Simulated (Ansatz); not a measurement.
# CH2I: the cost of one run

All numbers are computed with Ansatz 0.2.0 through its Python package. Level of theory: B3LYP/def2-SVP.

### 1 The structure

Bond lengths: C1–I2 2.132 Å, C1–H3 1.109 Å, C1–H4 1.109 Å. Angles: I2–C1–H3 109.5°, I2–C1–H4 109.5°, H3–C1–H4 109.5°.

The script holds or builds the structure itself.

### 2 Script

adiabatic_ch2i.py reads:

```python
'''Vertical and adiabatic ionisation of CH2I.'''

import itertools
import logging
import sys
import warnings

import ansatz
from ase import Atoms
from ase.data import atomic_numbers, covalent_radii
import numpy as np

logging.basicConfig(stream=sys.stdout, format='%(name)s: %(message)s')
log = logging.getLogger('ansatz_job')
log.setLevel(logging.INFO)

BASIS_SET = 'def2-SVP'
XC = 'B3LYP'
NET_CHARGE = 1

warnings.simplefilter('ignore', ansatz.DeckWarning)

atoms = Atoms(['C', 'I', 'H', 'H'], positions=[
    (-0.2959, 0.0063, 0.3193),
    (1.8012, -0.0511, -0.0603),
    (-0.7267, 0.9278, -0.1233),
    (-0.7785, -0.883, -0.1357),
])
system = ansatz.Crystal.molecule_from_ase(atoms)

job = (
    system.calculation()
    .basis(gaussian=BASIS_SET)
    .functional(XC)
    .spin('collinear', total=1)
)
symbols = [site.symbol for site in system.cartesian_sites]
start = np.array([site.position_ang for site in system.cartesian_sites], dtype=float)
summary = job.relax(force_tolerance=0.01, max_steps=100).run(threads=1).report
end = np.array(summary['positions_ang'])

minimum = ansatz.Crystal.molecule()
for symbol, place in zip(symbols, end):
    minimum = minimum.atom(symbol, place.tolist())
ion = (
    minimum.calculation()
    .basis(gaussian=BASIS_SET)
    .functional(XC)
    .charge(NET_CHARGE)
)
vertical = ion.run(threads=1).report
settled = ion.relax(force_tolerance=0.01, max_steps=80).run(threads=1).report
log.info(f'vertical ionisation energy   {vertical["free_energy_ev"] - summary["free_energy_ev"]:.3f} eV')
log.info(f'adiabatic, no zero point     {settled["free_energy_ev"] - summary["free_energy_ev"]:.3f} eV')
log.info(f'relaxation energy of the ion {vertical["free_energy_ev"] - settled["free_energy_ev"]:.3f} eV')
ionised = np.array(settled['positions_ang'])
# pairs closer than 1.2 times the sum of covalent radii, before or after
radius = [covalent_radii[atomic_numbers[s]] for s in symbols]
span = lambda where, i, j: np.linalg.norm(where[i] - where[j])
bonded = [(i, j) for i, j in itertools.combinations(range(len(symbols)), 2) if min(span(end, i, j), span(ionised, i, j)) < 1.2 * (radius[i] + radius[j])]
log.info('pair        before    after (A)')
for i, j in bonded:
    print(f'{symbols[i]}{i}-{symbols[j]}{j}'.ljust(10), f'{span(end, i, j):8.4f} {span(ionised, i, j):8.4f}')
```

### 3 The input behind the calls

The engine receives this input (first run):

```yaml
crystal:
  periodic: [false, false, false]
  atoms:
    - { symbol: C, position_ang: [-0.2959, 0.0063, 0.3193] }
    - { symbol: I, position_ang: [1.8012, -0.0511, -0.0603] }
    - { symbol: H, position_ang: [-0.7267, 0.9278, -0.1233] }
    - { symbol: H, position_ang: [-0.7785, -0.883, -0.1357] }
basis:
  gaussian:
    orbitals: def2-SVP
hamiltonian:
  xc: b3lyp
magnetization:
  spin_polarized: true
  initial_magnetization: 1.0
relax:
  f_tol: 0.01
  max_steps: 100
```

### 4 Launch

On the command line:

```sh
> python adiabatic_ch2i.py
```

What time and memory should one allow on 1 thread of Arm Neoverse V1, shared host?

About 28 s, with a peak of 0.19 GiB.
